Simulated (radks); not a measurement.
# Zr⁺ in [Kr] 4d2 5s1: an all-electron calculation

The task here is to estimate one member of a computed series from the others.

The numbers are computed with radks (a radial shooting solver on a logarithmic mesh, Libxc functionals) version 1 (Dirac Kohn-Sham, PBEsol, spin-unpolarised, spherical densities, point nucleus; open shells are shared between the two j in proportion to 2j + 1), except any that are marked as measured or tabulated.

**Starting point**

```
element       : zirconium (Z = 40)
charge        : +1
electrons     : 39
configuration : [Kr] 4d2 5s1
```

The outer shells:

Zr⁺
```
[Kr] core
4d [↑ ][↑ ][  ][  ][  ]
5s [↑ ]
```

Set-up of the first run:

Input:

```text
Z 40
configuration [Kr] 4d2 5s1 5p0 6s0 4f0 5d0
relativity Dirac
functional pbe_sol,pbe_sol
spin unpolarised
j_filling average
nucleus point
c 137.035999084
```

On the command line:

```console
$ python run_ks.py task.json out
```

All runs below come from this command, one after another.

One table of the session follows, with a row left open; its other results are not shown here.

Sizes of the orbitals, from the radial functions (bohr):

```
level      <r>  outermost maximum (interpolated)  90 % within  nodes
1s1/2  0.03708                            0.0241       0.0664      0
2s1/2   0.1624                             0.137        0.251      1
2p1/2   0.1387                             0.107        0.227      0
2p3/2   0.1431                             0.111        0.233      0
3s1/2   0.4586                             0.409        0.679      2
3p1/2   0.4552                             0.396        0.690      1
3p3/2   0.4657                             0.406        0.706      1
3d3/2        ?                                 ?            ?      ?
3d5/2   0.4541                             0.348        0.731      0
4s1/2    1.213                              1.08         1.77      3
4p1/2    1.347                              1.16         2.00      2
4p3/2    1.378                              1.19         2.05      2
4d3/2    2.125                              1.58         3.43      1
5s1/2    3.411                              3.00         4.97      4
4d5/2    2.145                              1.59         3.46      1
5p1/2    4.202                              3.64         6.18      3
5p3/2    4.283                              3.71         6.30      3
```

Q: Estimate the row for 3d3/2 from the others.

**Answer.** <r>: 0.4506; outermost maximum (interpolated): 0.346; 90 % within: 0.725; nodes: 0. In the column «<r>» it lies between 2s1/2 (0.1624) and 3d5/2 (0.4541).

Caveats from the session: Spin polarisation and multiplet splitting are left out.
